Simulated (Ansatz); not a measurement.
**AlBrH2S: vertical ionisation energy**

How much energy removes an electron from AlBrH2S at fixed geometry? The cation is run at each level and the neutral's energy taken from earlier runs.

The runs use Ansatz 0.2.0, Gaussian basis; unrestricted cation, the program's frozen cores in correlated methods.

Levels to be run: UKS PBE-D4/def2-TZVPP; UKS r2SCAN-D4/def2-TZVPP; UKS PBE0-D4/def2-TZVPP; UKS B3LYP-D4/def2-TZVPP; UKS wB97X-V/def2-TZVPP; UKS wB97M-V/def2-TZVPP; UKS B2PLYP/def2-TZVPP; UHF-CCSD(T)/def2-TZVPP; UHF-MP2/def2-QZVPP; extrapolation to the limit; then −ε(HOMO) from the neutral's earlier runs with LDA (SPW92), PBE-D4, revPBE-D4, BLYP-D4, r2SCAN-D4, B97M-V, PBE0-D4, B3LYP-D4, r2SCANh-D4, r2SCAN0-D4, HSE06-D4, BHLYP-D4, CAM-B3LYP-D4, LC-ωPBE, ωB97X-V, ωB97M-V.

### Step 1. The relaxed structure

The geometry comes from an earlier relaxation with PBE0-D4 in a triple-zeta def2 set; it is a stationary point.

SMILES `[SH][AlH][Br]`, 5 atoms, charge 0, spin multiplicity 1.

Atoms are counted from 1 here; the program's logs count them from 0.

Bond lengths: S1–Al2 2.170 Å, S1–H4 1.345 Å, Al2–Br3 2.253 Å, Al2–H5 1.569 Å. Angles: Al2–S1–H4 93.1°, S1–Al2–Br3 118.8°, S1–Al2–H5 120.6°, Br3–Al2–H5 120.6°.

### Step 2. Cation, UKS PBE-D4/def2-TZVPP

Input file in.yaml:

```yaml
crystal:
  periodic: [false, false, false]
  atoms:
    - {symbol: S, position_ang: [-1.672807, -0.006471, 0.297404]}
    - {symbol: Al, position_ang: [0.491588, 0.125630, 0.390945]}
    - {symbol: Br, position_ang: [1.687782, -0.358513, -1.456138]}
    - {symbol: H, position_ang: [-1.666657, -0.383163, -0.993549]}
    - {symbol: H, position_ang: [1.209995, 0.548816, 1.719937]}
basis:
  gaussian: {orbitals: def2-TZVPP}
total_charge: 1
magnetization: {spin_polarized: true, initial_magnetization: 1}
hamiltonian: {xc: pbe, dispersion: d4}
```

The runs that follow: Cation, UKS r2SCAN-D4/def2-TZVPP; Cation, UKS PBE0-D4/def2-TZVPP; Cation, UKS B3LYP-D4/def2-TZVPP; Cation, UKS wB97X-V/def2-TZVPP; Cation, UKS wB97M-V/def2-TZVPP; Cation, UKS B2PLYP (frozen core)/def2-TZVPP; Cation, UHF-CCSD(T)/def2-TZVPP; Cation, UHF-MP2/def2-QZVPP.

Q: Predict the results of all the runs planned. Wanted: ionisation energy, CCSD(T)/CBS; nearest functional by difference; nearest −ε(HOMO); −ε(HOMO) of PBE; T1 of the cation.

**Answer**, as computed:

| quantity | value |
| --- | --- |
| ionisation energy, CCSD(T)/CBS | 10.49 eV |
| nearest functional by difference | ωB97X-V (-0.09 eV) |
| nearest −ε(HOMO) | ωB97X-V (-0.10 eV) |
| −ε(HOMO) of PBE | 6.85 eV |
| T1 of the cation | 0.017 |

In words: Energy differences with functionals land within 0.60 eV of the reference. −ε(HOMO) of PBE misses by 3.6 eV, since self-interaction lifts the level. Among orbital estimates ωB97X-V comes nearest. Hartree-Fock falls 1.22 eV short, as the neutral has more correlation energy than the cation. Correlated methods include outer-core shells of Br, which these sets cover unevenly. With outer-core shells in play the reference is unsure by up to some tenths of an eV, so close misses can't be ranked.
